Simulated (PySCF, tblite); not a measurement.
**C6H9FO2+ (doublet): geometry, infrared bands and EPR parameters**

Wanted: the infrared bands and EPR parameters of C6H9FO2+ (doublet) (`CC[C+]([C]=O)COCF`), by calculation.

Computed with tblite 0.8.0 and PySCF 2.14.0, with density-fitted response routines of our own, on a single molecule in the gas phase. Atoms are numbered from 0 throughout.

**1. Starting geometry**

18 atoms, charge 1, multiplicity 2; geometry from: force field or distance geometry start.

Bonds of the start (Å): C0–C1 1.51, C1–C2 1.51, C2–C3 1.47, C3–O4 1.26, C2–C5 1.48, C5–O6 1.39, O6–C7 1.38, C7–F8 1.38, C0–H9 1.13, C0–H10 1.10, C0–H11 1.12, C1–H12 1.08, C1–H13 1.13, C5–H14 1.08, C5–H15 1.13, C7–H16 1.12, C7–H17 1.10.

**2. Geometry optimisation with GFN2-xTB**

Job settings and geometry (Å):

```
{"job": {"kind": "relax", "xc": "GFN2-xTB", "basis": "xTB"}, "charge": 1, "multiplicity": 2}
C     -2.157800    -0.860500    -0.373500
C     -1.828600     0.607500    -0.297700
C     -0.338000     0.853700    -0.330500
C      0.059500     2.264800    -0.264600
O     -0.588400     3.095000     0.433600
C      0.640300    -0.245100    -0.453800
O      1.891500     0.365600    -0.467100
C      2.961800    -0.503100    -0.563800
F      3.003700    -1.408900     0.482300
H     -3.276000    -0.941900    -0.485000
H     -1.871500    -1.436600     0.518700
H     -1.754400    -1.300900    -1.321000
H     -2.339800     1.188600    -1.052100
H     -2.177000     0.982700     0.704900
H      0.428600    -0.772500    -1.378000
H      0.557600    -0.895000     0.468200
H      2.871100    -1.043900    -1.537700
H      3.908800     0.056800    -0.623900
```

Started as:

```bash
$ OMP_NUM_THREADS=1 python probes_run.py task.json out
```

The driver reads the jobs from task.json and runs them one after another.

**Question.** This job is followed by: GFN2-xTB harmonic vibrations, gas phase; UKS B3LYP, pcH-1 on C F H O, non-relativistic, mean-field spin-orbit, GIAO. What will the session give for the following? strongest single infrared mode (GFN2-xTB); zero-point energy (GFN2-xTB); g(iso) (B3LYP); ⟨S²⟩; largest a(iso) (averaged by class).

As calculated:

| quantity | value |
| --- | --- |
| strongest single infrared mode (GFN2-xTB) | 2258 cm⁻¹, 1393 km/mol |
| zero-point energy (GFN2-xTB) | 86.1 kcal/mol |
| g(iso) (B3LYP) | 2.00319 |
| ⟨S²⟩ | 0.754 (exact 0.75) |
| largest a(iso) (averaged by class) | 1H on H14, H15, 134.0 MHz |

**Reading.** Over 64 steps the energy fell by 2.301 eV; of the close pairs, C3–O4 changed most, 1.264 to 1.135 Å. All 48 modes are real, so the xTB geometry is a minimum. The strongest single mode, at 2258 cm⁻¹, moves mainly C3. Unscaled tight-binding wavenumbers are off by several per cent, some by more. Its intensities can rank the bands wrongly. The largest share of the spin, 0.56 e, sits on C2. The isotropic g lies 0.9 ppt above the free-electron value.
